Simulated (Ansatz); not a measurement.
# CH4OSSi: the cost of one run

All numbers below are computed with Ansatz 0.2.0 (RKS PBE0-D4/6-31G*).

### 1 The structure to begin with

Bond lengths: S1–Si2 2.133 Å, Si2–C3 1.843 Å, Si2–O4 1.640 Å, C3–O4 1.475 Å, S1–H5 1.325 Å, Si2–H6 1.438 Å, C3–H7 1.081 Å, C3–H8 1.080 Å. Angles: S1–Si2–C3 121.4°, S1–Si2–O4 114.8°, S1–Si2–H6 114.1°, C3–Si2–O4 49.7°, C3–Si2–H6 122.2°, O4–Si2–H6 118.2°, Si2–S1–H5 95.5°, Si2–C3–O4 58.0°, Si2–C3–H7 122.8°, Si2–C3–H8 121.8°, O4–C3–H7 111.6°, O4–C3–H8 111.3°, H7–C3–H8 114.2°, Si2–O4–C3 72.3°.

Structure file:

```xyz
8

S    -1.4605    1.5980   -0.8092
Si    0.2093    0.7265    0.1916
C     0.2494   -1.0684    0.6060
O     0.9063   -0.5299   -0.5997
H    -1.3897    0.8163   -1.8772
H     1.0681    1.6809    0.8391
H    -0.5539   -1.7459    0.3525
H     0.9710   -1.4775    1.2969
```

### 2 End point A

input.yaml reads:

```yaml
crystal:
  periodic: [false, false, false]
  atoms:
    - { symbol: S, position_ang: [-1.46047, 1.59802, -0.80918] }
    - { symbol: Si, position_ang: [0.20933, 0.72651, 0.19158] }
    - { symbol: C, position_ang: [0.24936, -1.06841, 0.60604] }
    - { symbol: O, position_ang: [0.90626, -0.52994, -0.59973] }
    - { symbol: H, position_ang: [-1.3897, 0.81634, -1.87724] }
    - { symbol: H, position_ang: [1.06811, 1.68086, 0.83906] }
    - { symbol: H, position_ang: [-0.55386, -1.74592, 0.35253] }
    - { symbol: H, position_ang: [0.97098, -1.47747, 1.29694] }
basis:
  gaussian: { orbitals: "6-31G*" }
hamiltonian:
  xc: pbe0
  dispersion: d4
relax:
  f_tol: 0.015
  max_steps: 40
```

Run with:

```bash
$ ansatz run input.yaml --threads 1 --pin off --max-ram 2048MiB --backend cpu --events-out ev --progress --plain --runs-dir out
```

What time and memory should one allow on 1 thread of Arm Neoverse V2, shared host?

About 36 s, with a peak of 0.14 GiB.
